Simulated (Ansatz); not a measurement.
**C5H8BFO3: a ladder of functionals and wavefunction methods**

An exercise on one series of results from a longer session: the logs are not shown, and one member is left open.

Program: Ansatz 0.2.0, Gaussian basis. Level of theory: functionals in def2-TZVPP, the program's frozen cores in correlated methods. These are calculated values, not measurements.

Levels to be run: LDA (SPW92), PBE-D4, revPBE-D4, BLYP-D4, r2SCAN-D4, B97M-V, PBE0-D4, B3LYP-D4, r2SCANh-D4, r2SCAN0-D4, HSE06-D4, BHLYP-D4, CAM-B3LYP-D4, LC-ωPBE, ωB97X-V, ωB97M-V, B2PLYP, PBE-QIDH; CCSD(T)/def2-SVP; CCSD(T)/def2-TZVPP; MP2/def2-QZVPP; extrapolation to the limit; RPA on PBE.

### Structure used throughout

All runs share one geometry, relaxed beforehand with PBE0-D4 in a triple-zeta def2 set.

SMILES `CC1=CC(C)=[O+][B-](O)(F)O1`, 18 atoms, charge 0, spin multiplicity 1.

Atoms are counted from 1 here; the program's logs count them from 0.

Bond lengths: C1–C2 1.486 Å, C1–H11 1.092 Å, C1–H12 1.093 Å, C1–H13 1.088 Å, C2–C3 1.389 Å, C2–O10 1.278 Å, C3–C4 1.389 Å, C3–H14 1.079 Å, C4–C5 1.486 Å, C4–O6 1.278 Å, C5–H15 1.088 Å, C5–H16 1.092 Å, C5–H17 1.093 Å, O6–B7 1.536 Å, B7–O8 1.390 Å, B7–F9 1.366 Å, B7–O10 1.536 Å, O8–H18 0.957 Å. Angles: C2–C1–H11 109.4°, C2–C1–H12 108.8°, C2–C1–H13 112.1°, H11–C1–H12 107.0°, H11–C1–H13 109.9°, H12–C1–H13 109.6°, C1–C2–C3 122.4°, C1–C2–O10 115.6°, C3–C2–O10 122.0°, C2–C3–C4 118.4°, C2–C3–H14 120.6°, C4–C3–H14 120.6°, C3–C4–C5 122.4°, C3–C4–O6 122.0°, C5–C4–O6 115.6°, C4–C5–H15 112.1°, C4–C5–H16 109.4°, C4–C5–H17 108.8° and more.

The first run:

The input, in.yaml:

```yaml
crystal:
  periodic: [false, false, false]
  atoms:
    - {symbol: C, position_ang: [1.646985, -1.885049, -0.957562]}
    - {symbol: C, position_ang: [0.867465, -0.799108, -0.308502]}
    - {symbol: C, position_ang: [-0.210737, -0.182905, -0.930865]}
    - {symbol: C, position_ang: [-0.996689, 0.685520, -0.183986]}
    - {symbol: C, position_ang: [-2.276950, 1.240050, -0.695551]}
    - {symbol: O, position_ang: [-0.681418, 1.030373, 1.005297]}
    - {symbol: B, position_ang: [0.726865, 0.784922, 1.566652]}
    - {symbol: O, position_ang: [0.705161, 0.641519, 2.948986]}
    - {symbol: F, position_ang: [1.515849, 1.812611, 1.133867]}
    - {symbol: O, position_ang: [1.230333, -0.491739, 0.877537]}
    - {symbol: H, position_ang: [1.664465, -2.759294, -0.303054]}
    - {symbol: H, position_ang: [2.681939, -1.553473, -1.075522]}
    - {symbol: H, position_ang: [1.239025, -2.158131, -1.928770]}
    - {symbol: H, position_ang: [-0.501974, -0.464748, -1.930797]}
    - {symbol: H, position_ang: [-2.533592, 0.841867, -1.675243]}
    - {symbol: H, position_ang: [-3.076490, 1.021182, 0.015540]}
    - {symbol: H, position_ang: [-2.190459, 2.328199, -0.754279]}
    - {symbol: H, position_ang: [0.152720, -0.080296, 3.247848]}
basis:
  gaussian: {orbitals: def2-TZVPP}
hamiltonian: {xc: lda}
output: {orbitals: {seedname: orbitals}}
```

On the command line:

```console
$ ansatz run in.yaml --threads 4 --pin off --events-out ev --progress --plain --max-ram 63488MiB --backend cuda --devices 0, --max-vram 37GiB
```

Steps of the session up to this table: LDA; PBE-D4 (GGA); revPBE-D4 (GGA); BLYP-D4 (GGA); r2SCAN-D4 (meta-GGA); B97M-V (meta-GGA); PBE0-D4 (hybrid); B3LYP-D4 (hybrid); r2SCANh-D4 (hybrid); r2SCAN0-D4 (hybrid); HSE06-D4 (hybrid); BHLYP-D4 (hybrid); CAM-B3LYP-D4 (range-separated); LC-ωPBE (range-separated); ωB97X-V (range-separated); ωB97M-V (range-separated); B2PLYP (double hybrid); PBE-QIDH (double hybrid).

One table of the session follows, with a row left open; its other results are not shown here.

It belongs to the step «Orbital energies across the functionals». 

```
  functional  HOMO (eV)  LUMO (eV)  gap (eV)
 LDA (SPW92)      -6.76      -3.21      3.54
      PBE-D4      -6.54      -2.97      3.57
   revPBE-D4      -6.46      -2.88      3.58
     BLYP-D4      -6.41      -2.85      3.56
   r2SCAN-D4      -6.77      -2.83      3.94
      B97M-V      -6.80      -2.75      4.05
     PBE0-D4      -7.70      -2.11      5.59
    B3LYP-D4          ?          ?         ?
  r2SCANh-D4      -7.21      -2.51      4.70
  r2SCAN0-D4      -7.87      -2.03      5.84
    HSE06-D4      -7.30      -2.49      4.81
    BHLYP-D4      -8.75      -1.08      7.67
CAM-B3LYP-D4      -9.00      -1.02      7.98
     LC-ωPBE     -10.25       0.07     10.32
     ωB97X-V      -9.93       0.05      9.98
     ωB97M-V      -9.85       0.00      9.85
```

**Question.** Estimate the row for B3LYP-D4.

Worked estimate for «HOMO (eV)». Against the share of exact exchange, BLYP-D4 (0, -6.41), BHLYP-D4 (0.5, -8.75) give a slope of -4.68 per unit share; at 0.2 the line stands at -7.35.

The run gave: HOMO (eV): -7.50; LUMO (eV): -2.33; gap (eV): 5.18. In «HOMO (eV)» the line misses by +0.15.
